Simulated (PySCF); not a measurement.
**A diatomic session: SnGe**

One table from this session's results is given with a row withheld; the runs are named, their logs left out.

Method: Sn cc-pVDZ-PP with ECP28, Ge cc-pVDZ-PP with ECP10, scalar-relativistic core potentials; program: PySCF 2.14.0.

The first run:

Settings of the job:

* atoms: Sn, Ge
* charge: 0
* basis: Sn cc-pVDZ-PP with ECP28, Ge cc-pVDZ-PP with ECP10
* Hamiltonian: scalar-relativistic core potentials
* basis functions: 46
* electrons treated: 44
* masses in u: 119.9022, 73.9212
* levels: PBE0, PBE, r²SCAN, r²SCAN0, r²SCANh, B97-3, HSE06, HF, MP2, SCS-MP2, CCSD, CCSD(T)
* grid: 80 radial by 434 angular points
* occupations: held fixed by the projection of orbital angular momentum
* dissociation limit: Sn + Ge, each in its ground configuration
* starting distance in angstrom: 2.510
* values of 2S to try: 0, 2, 4

The run is started by

```sh
> OMP_NUM_THREADS=1 python dia.py task.json out
```

Steps of the session up to this table: Input; PBE0 along the bond; Higher solutions at PBE0; PBE (GGA); r²SCAN; r²SCAN0 (hybrid meta-GGA); r²SCANh; B97-3; HSE06 (range-separated hybrid); UHF (mean field); Correlated methods on the Hartree–Fock reference.

One of the session's tables, all rows but one given; the rest of the session is left out.

Energy (eV) from each level's lowest point:

```
R (Å)    UHF  UHF-MP2  UHF-SCS-MP2  UHF-CCSD  UHF-CCSD(T)
2.224  0.885    1.033        1.012       n/a          n/a
2.327  0.352    0.467        0.450     0.479        0.512
2.431  0.079    0.153        0.142     0.158        0.180
2.508  0.000    0.038        0.032     0.040        0.051
2.586  0.002    0.000        0.000     0.000        0.000
2.664      ?        ?            ?         ?            ?
2.767  0.226    0.115        0.133     0.118        0.088
2.896  0.506    0.305        0.339     0.316        0.261
3.051  0.902    0.701        0.737     0.618        0.530
3.258  1.349    1.558        1.501       n/a          n/a
```

Q: Estimate the row for R (Å) = 2.664 from the others.

Worked estimate for «UHF». A straight line through the neighbours (2.586, 0.002) and (2.767, 0.226) gives 0.002 + (0.226 − 0.002) × (2.664 − 2.586) / (2.767 − 2.586) = 0.099; a parabola fitted to 4 rows on both sides gives 0.072.

The run gave: UHF: 0.067; UHF-MP2: 0.021; UHF-SCS-MP2: 0.028; UHF-CCSD: 0.021; UHF-CCSD(T): 0.008. In «UHF» the line misses by +0.032 and the parabola by +0.005.
